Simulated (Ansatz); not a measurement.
# W16F: the cost of one run

Program: Ansatz 0.2.0. Level of theory: DFT LDA, plane waves, PAW, scalar-relativistic, no spin polarisation. These are calculated values, not measurements.

### 1 The system as given

The cell holds 17 atoms (FW16): a = 6.320 Å, b = 6.320 Å, c = 6.320 Å, α = 90.00°, β = 90.00°, γ = 90.00°.

The coordinates stand in the first input below.

### 2 Relaxing the start

The input, input.yaml:

```yaml
accuracy: low
crystal:
  lattice:
    - [6.32, 0.0, 0.0]
    - [0.0, 6.32, 0.0]
    - [0.0, 0.0, 6.32]
  atoms:
    - { symbol: W, position: [0.0, 0.0, 0.0] }
    - { symbol: W, position: [0.5, 0.0, 0.0] }
    - { symbol: W, position: [0.0, 0.5, 0.0] }
    - { symbol: W, position: [0.0, 0.0, 0.5] }
    - { symbol: W, position: [0.25, 0.25, 0.25] }
    - { symbol: W, position: [0.5, 0.5, 0.0] }
    - { symbol: W, position: [0.5, 0.0, 0.5] }
    - { symbol: W, position: [0.75, 0.25, 0.25] }
    - { symbol: W, position: [0.0, 0.5, 0.5] }
    - { symbol: W, position: [0.25, 0.75, 0.25] }
    - { symbol: W, position: [0.25, 0.25, 0.75] }
    - { symbol: W, position: [0.5, 0.5, 0.5] }
    - { symbol: W, position: [0.75, 0.75, 0.25] }
    - { symbol: W, position: [0.75, 0.25, 0.75] }
    - { symbol: W, position: [0.25, 0.75, 0.75] }
    - { symbol: W, position: [0.75, 0.75, 0.75] }
    - { symbol: F, position: [0.1296958, 0.4984802, 0.2486847] }
basis:
  ecutwfc: 420.0
kpoints:
  mp_grid: { grid: [2, 2, 2] }
hamiltonian:
  xc: lda
scf:
  occupations: { method: fermi_dirac, width: 0.1 }
  lower_state_search: "off"
relax:
  f_tol: 0.08
  max_steps: 25
  adjacent_minimum: "off"
```

Launch:

```sh
> ansatz run input.yaml --threads 2 --pin off --max-ram 5120MiB --backend cpu --events-out ev --progress --plain --runs-dir out
```

Q: Estimate wall time and peak memory on 2 threads of Intel Xeon 6975P-C (Granite Rapids), shared host.

About 24 s, with a peak of 0.78 GiB.
